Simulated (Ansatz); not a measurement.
# C₄H₂F₂Ge: one species, many methods

An exercise on one series of results from a longer session: the logs are not shown, and one member is left open.

The runs use Ansatz 0.2.0, Gaussian basis; functionals in def2-TZVPP, the program's frozen cores in correlated methods.

Levels to be run: LDA (SPW92), PBE-D4, revPBE-D4, BLYP-D4, r2SCAN-D4, B97M-V, PBE0-D4, B3LYP-D4, r2SCANh-D4, r2SCAN0-D4, HSE06-D4, BHLYP-D4, CAM-B3LYP-D4, LC-ωPBE, ωB97X-V, ωB97M-V, B2PLYP, PBE-QIDH; CCSD(T)/def2-SVP; CCSD(T)/def2-TZVPP; MP2/def2-QZVPP; extrapolation to the limit; RPA on PBE.

## Structure used throughout

The geometry comes from an earlier relaxation with PBE0-D4 in a triple-zeta def2 set; it is a stationary point, not always the lowest conformer.

SMILES `C#[C][Ge]([F])([F])[C]#C`, 9 atoms, charge 0, spin multiplicity 1.

Atoms are counted from 1 here; the program's logs count them from 0.

Bond lengths: C1–C2 1.203 Å, C1–H8 1.067 Å, C2–Ge3 1.872 Å, Ge3–F4 1.715 Å, Ge3–F5 1.715 Å, Ge3–C6 1.872 Å, C6–C7 1.203 Å, C7–H9 1.067 Å. Angles: C2–C1–H8 179.8°, C1–C2–Ge3 179.0°, C2–Ge3–F4 109.0°, C2–Ge3–F5 109.0°, C2–Ge3–C6 115.3°, F4–Ge3–F5 105.0°, F4–Ge3–C6 109.0°, F5–Ge3–C6 109.0°, Ge3–C6–C7 178.9°, C6–C7–H9 179.7°.

The first run:

The input, in.yaml:

```yaml
crystal:
  periodic: [false, false, false]
  atoms:
    - {symbol: C, position_ang: [0.431120, -2.675429, -0.155044]}
    - {symbol: C, position_ang: [0.331396, -1.504639, -0.412069]}
    - {symbol: Ge, position_ang: [0.170585, 0.323646, -0.779526]}
    - {symbol: F, position_ang: [-0.933455, 0.538371, -2.074124]}
    - {symbol: F, position_ang: [1.669656, 0.907823, -1.373269]}
    - {symbol: C, position_ang: [-0.368619, 1.385642, 0.664403]}
    - {symbol: C, position_ang: [-0.713478, 2.049931, 1.605972]}
    - {symbol: H, position_ang: [0.520580, -3.714499, 0.068433]}
    - {symbol: H, position_ang: [-1.019384, 2.642853, 2.438124]}
basis:
  gaussian: {orbitals: def2-TZVPP}
hamiltonian: {xc: lda}
output: {orbitals: {seedname: orbitals}}
```

The run is started by

```sh
ansatz run in.yaml --threads 4 --pin off --events-out ev --progress --plain --max-ram 11315MiB
```

Among the steps run: LDA; PBE-D4 (GGA); revPBE-D4 (GGA); BLYP-D4 (GGA); r2SCAN-D4 (meta-GGA); B97M-V (meta-GGA); PBE0-D4 (hybrid); B3LYP-D4 (hybrid); r2SCANh-D4 (hybrid); r2SCAN0-D4 (hybrid); HSE06-D4 (hybrid); BHLYP-D4 (hybrid); CAM-B3LYP-D4 (range-separated); LC-ωPBE (range-separated); ωB97X-V (range-separated); ωB97M-V (range-separated); B2PLYP (double hybrid); PBE-QIDH (double hybrid).

One of the session's tables, all rows but one given; the rest of the session is left out.

It belongs to the step «Frontier levels by functional». 

```
  functional  HOMO (eV)  gap (eV)
 LDA (SPW92)      -7.97      5.46
      PBE-D4      -7.75      5.54
   revPBE-D4      -7.67      5.58
     BLYP-D4      -7.57      5.50
   r2SCAN-D4      -8.01      5.99
      B97M-V      -7.96      6.00
     PBE0-D4          ?         ?
    B3LYP-D4      -8.74      7.21
  r2SCANh-D4      -8.48      6.78
  r2SCAN0-D4      -9.18      7.98
    HSE06-D4      -8.60      6.91
    BHLYP-D4     -10.08      9.76
CAM-B3LYP-D4     -10.38     10.15
     LC-ωPBE     -11.86     12.81
     ωB97X-V     -11.40     12.27
     ωB97M-V     -11.28     12.02
```

**Question.** Estimate the row for PBE0-D4.

As computed: HOMO (eV): -9.01; gap (eV): 7.69. In the column «HOMO (eV)» it lies between r2SCAN0-D4 (-9.18) and B3LYP-D4 (-8.74).
